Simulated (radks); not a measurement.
# Taking charge from the 2p level of Mg³⁺ in fractions

What happens to E and to the 2p eigenvalue of Mg³⁺ when a fraction of an electron is removed? The exact functional would give straight lines between whole numbers for a frontier level.

Program: radks (a radial shooting solver on a logarithmic mesh, Libxc functionals) version 1. Level of theory: non-relativistic Kohn-Sham, PBEsol, spin-polarised, spherical densities, point nucleus. These are calculated values, not measurements, unless marked.

## (1) What is computed

* element: magnesium (Z = 12)
* charge: +3
* electrons: 9
* configuration: [He] 2s2 2p(up 3, down 2)

A shell typed twice in an input gives spin up, then spin down.

## (2) Start: [He] 2s2 2p(up 3, down 2)

Settings of this run:

```text
Z 12
configuration [He] 2s2 2p3 2p2
relativity non-relativistic
functional pbe_sol,pbe_sol
spin polarised
nucleus point
```

## (3) 0.125 electron removed from 2p

Settings of this run:

```text
Z 12
configuration [He] 2s2 2p3 2p1.875
relativity non-relativistic
functional pbe_sol,pbe_sol
spin polarised
nucleus point
```

## (4) 0.25 electron removed from 2p

Settings of this run:

```text
Z 12
configuration [He] 2s2 2p3 2p1.75
relativity non-relativistic
functional pbe_sol,pbe_sol
spin polarised
nucleus point
```

## (5) 0.375 electron removed from 2p

Settings of this run:

```text
Z 12
configuration [He] 2s2 2p3 2p1.625
relativity non-relativistic
functional pbe_sol,pbe_sol
spin polarised
nucleus point
```

## (6) 0.5 electron removed from 2p

Settings of this run:

```text
Z 12
configuration [He] 2s2 2p3 2p1.5
relativity non-relativistic
functional pbe_sol,pbe_sol
spin polarised
nucleus point
```

## (7) 0.625 electron removed from 2p

Settings of this run:

```text
Z 12
configuration [He] 2s2 2p3 2p1.375
relativity non-relativistic
functional pbe_sol,pbe_sol
spin polarised
nucleus point
```

## (8) 0.75 electron removed from 2p

Settings of this run:

```text
Z 12
configuration [He] 2s2 2p3 2p1.25
relativity non-relativistic
functional pbe_sol,pbe_sol
spin polarised
nucleus point
```

## (9) 0.875 electron removed from 2p

Settings of this run:

```text
Z 12
configuration [He] 2s2 2p3 2p1.125
relativity non-relativistic
functional pbe_sol,pbe_sol
spin polarised
nucleus point
```

## (10) 1 electron removed from 2p

Settings of this run:

```text
Z 12
configuration [He] 2s2 2p3 2p1
relativity non-relativistic
functional pbe_sol,pbe_sol
spin polarised
nucleus point
```

Q: Predict the outcome of this session. Wanted: for each run, removed; E − E(0); eigenvalue; E minus straight line.

The runs gave:

```csv
removed (e),E − E(0) (eV),eigenvalue (eV),E minus straight line (eV)
0,0.000,-94.534,0.000
0.125,12.046,-98.201,-1.640
0.25,24.552,-101.90,-2.820
0.375,37.522,-105.64,-3.535
0.5,50.962,-109.40,-3.781
0.625,64.875,-113.20,-3.554
0.75,79.264,-117.03,-2.850
0.875,94.133,-120.88,-1.667
1,109.49,-124.76,0.000
```

What this shows: Removing the whole electron costs 109.49 eV, against 94.534 eV from minus the starting eigenvalue. Slater's transition state, half an electron removed, gives 109.40 eV. The trapezoid integral of minus the eigenvalue gives 109.49 eV over the range, against 109.49 eV from the energies (Janak's theorem). The eigenvalue moves by 30.2 eV per electron. E bends below the straight line by 3.78 eV at 0.5 electron removed: the delocalisation error of the functional. NIST lists 109.27 eV (semi-empirical) for the ionisation energy of Mg³⁺.
